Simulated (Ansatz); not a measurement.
**C₂H₉NO₂Si: one species, many methods**

The task here is to estimate one member of a computed series from the others.

Method: functionals in def2-TZVPP, the program's frozen cores in correlated methods; program: Ansatz 0.2.0, Gaussian basis.

Plan: PBE-D4, r2SCAN-D4, PBE0-D4, B3LYP-D4, ωB97X-V, ωB97M-V, B2PLYP; CCSD(T)/def2-TZVPP; MP2/def2-QZVPP; extrapolation to the limit.

### The relaxed structure

An earlier PBE0-D4 in a triple-zeta def2 set relaxation fixed the geometry.

SMILES `CO[Si](C)(N)O`, 15 atoms, charge 0, spin multiplicity 1.

Atoms are counted from 1 here; the program's logs count them from 0.

Bond lengths: C1–O2 1.406 Å, C1–H7 1.092 Å, C1–H8 1.096 Å, C1–H9 1.096 Å, O2–Si3 1.646 Å, Si3–C4 1.857 Å, Si3–N5 1.705 Å, Si3–O6 1.643 Å, C4–H10 1.093 Å, C4–H11 1.093 Å, C4–H12 1.093 Å, N5–H13 1.006 Å, N5–H14 1.007 Å, O6–H15 0.958 Å. Angles: O2–C1–H7 108.5°, O2–C1–H8 111.3°, O2–C1–H9 111.5°, H7–C1–H8 108.2°, H7–C1–H9 108.7°, H8–C1–H9 108.5°, C1–O2–Si3 123.6°, O2–Si3–C4 111.7°, O2–Si3–N5 111.0°, O2–Si3–O6 103.0°, C4–Si3–N5 107.6°, C4–Si3–O6 112.1°, N5–Si3–O6 111.6°, Si3–C4–H10 111.2°, Si3–C4–H11 111.7°, Si3–C4–H12 110.2°, H10–C4–H11 108.1°, H10–C4–H12 107.6° and more.

Set-up of the first run:

The input, in.yaml:

```yaml
crystal:
  periodic: [false, false, false]
  atoms:
    - {symbol: C, position_ang: [-1.296828, 1.635828, 0.299835]}
    - {symbol: O, position_ang: [-0.392645, 0.820738, 1.003690]}
    - {symbol: Si, position_ang: [0.323741, -0.514159, 0.359087]}
    - {symbol: C, position_ang: [1.448439, -0.074562, -1.051433]}
    - {symbol: N, position_ang: [-0.841940, -1.608719, -0.232593]}
    - {symbol: O, position_ang: [1.148911, -1.141483, 1.634097]}
    - {symbol: H, position_ang: [-1.818532, 2.274309, 1.015867]}
    - {symbol: H, position_ang: [-0.776560, 2.280245, -0.418523]}
    - {symbol: H, position_ang: [-2.038237, 1.038008, -0.241608]}
    - {symbol: H, position_ang: [1.997223, -0.950488, -1.406166]}
    - {symbol: H, position_ang: [0.892983, 0.343064, -1.895213]}
    - {symbol: H, position_ang: [2.182662, 0.668581, -0.731368]}
    - {symbol: H, position_ang: [-0.685947, -2.108221, -1.091306]}
    - {symbol: H, position_ang: [-1.437828, -2.126473, 0.392416]}
    - {symbol: H, position_ang: [1.294559, -0.536657, 2.363207]}
basis:
  gaussian: {orbitals: def2-TZVPP}
hamiltonian: {xc: pbe, dispersion: d4}
output: {forces: true, orbitals: {seedname: orbitals}}
```

Started as:

```
ansatz run in.yaml --threads 2 --pin off --events-out ev --progress --plain --max-ram 22528MiB --backend cuda --devices 0, --max-vram 18GiB
```

Among the steps run: PBE-D4 (GGA); r2SCAN-D4 (meta-GGA); PBE0-D4 (hybrid); B3LYP-D4 (hybrid); ωB97X-V (range-separated); ωB97M-V (range-separated); B2PLYP (double hybrid); CCSD(T) in def2-TZVPP; MP2 in def2-QZVPP.

One of the session's tables, all rows but one given; the rest of the session is left out.

```
            method  atomisation energy (kJ/mol)
            PBE-D4                       5915.5
         r2SCAN-D4                       5833.0
           PBE0-D4                       5812.9
          B3LYP-D4                       5834.7
           ωB97X-V                       5850.0
           ωB97M-V                            ?
            B2PLYP                       5775.2
     HF/def2-TZVPP                       4212.4
    MP2/def2-TZVPP                       5779.4
   CCSD/def2-TZVPP                       5608.5
CCSD(T)/def2-TZVPP                       5686.5
           MP2/CBS                       5943.7
       CCSD(T)/CBS                       5850.8
```

**Question.** Estimate the row for ωB97M-V.

The run gave: atomisation energy (kJ/mol): 5859.1. In the column «atomisation energy (kJ/mol)» it lies between CCSD(T)/CBS (5850.8) and PBE-D4 (5915.5).
